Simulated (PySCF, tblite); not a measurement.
**C₅H₇O₂ radical: geometry, infrared bands and EPR parameters**

What infrared bands and EPR parameters should C₅H₇O₂ radical (`C#CCCO[CH]O`) show?

The runs use tblite 0.8.0 and PySCF 2.14.0, with density-fitted response routines of our own; the level of theory stands in each step. All values are computed, except where a source is named. Atoms are numbered from 0 throughout.

**1. The molecule as given**

14 atoms, charge 0, multiplicity 2; geometry from: force field or distance geometry start.

Bonds of the start (Å): C0–C1 1.20, C1–C2 1.47, C2–C3 1.52, C3–O4 1.38, O4–C5 1.42, C5–O6 1.41, C0–H7 1.06, C2–H8 1.11, C2–H9 1.11, C3–H10 1.11, C3–H11 1.12, C5–H12 1.13, O6–H13 0.99.

**2. Geometry optimisation with GFN2-xTB**

What the job is given:

```
{"job": {"kind": "relax", "xc": "GFN2-xTB", "basis": "xTB"}, "charge": 0, "multiplicity": 2}
C      2.364500     1.653000    -0.230200
C      1.889100     0.556500    -0.214100
C      1.316900    -0.791800    -0.179900
C     -0.170500    -0.758100     0.128900
O     -0.903900    -0.028400    -0.788500
C     -2.241500    -0.122200    -0.335200
O     -2.406000     0.933000     0.592900
H      2.757400     2.635200    -0.253000
H      1.792500    -1.386500     0.629800
H      1.541000    -1.269000    -1.151100
H     -0.575700    -1.790200     0.161500
H     -0.266300    -0.313000     1.154200
H     -2.299400    -1.038300     0.315500
H     -2.798900     1.719300     0.147200
```

On the command line:

```
$ OMP_NUM_THREADS=1 python probes_run.py task.json out
```

One launch serves the whole session: the jobs run in the order shown.

**Question.** This job is followed by: GFN2-xTB harmonic vibrations, gas phase; UKS B3LYP, pcH-1 on C H O, non-relativistic, mean-field spin-orbit, GIAO. What will the session give for the following? strongest single infrared mode (GFN2-xTB); zero-point energy (GFN2-xTB); g(iso) (B3LYP); ⟨S²⟩; largest a(iso) (averaged by class); potential on the surface of density 0.002 e/bohr³, 1st and 99th percentile.

As calculated:

```
                                                                  quantity                  value
                                 strongest single infrared mode (GFN2-xTB)  1309 cm⁻¹, 273 km/mol
                                              zero-point energy (GFN2-xTB)          66.1 kcal/mol
                                                            g(iso) (B3LYP)                2.00324
                                                                      ⟨S²⟩     0.753 (exact 0.75)
                                        largest a(iso) (averaged by class)   13C on C5, 286.2 MHz
potential on the surface of density 0.002 e/bohr³, 1st and 99th percentile     -1.37 V and 1.93 V
```

In words: Relaxing lowered the energy by 0.980 eV in 145 steps; the close pair that moved most is C5–O6, from 1.415 to 1.365 Å. No mode is imaginary among the 36: a minimum at this level. GFN2-xTB is a fitted tight-binding method: band positions and strengths are rough. Its intensities can rank the bands wrongly. C5 carries the largest spin population, 0.80 e. The isotropic g lies 0.9 ppt above the free-electron value.
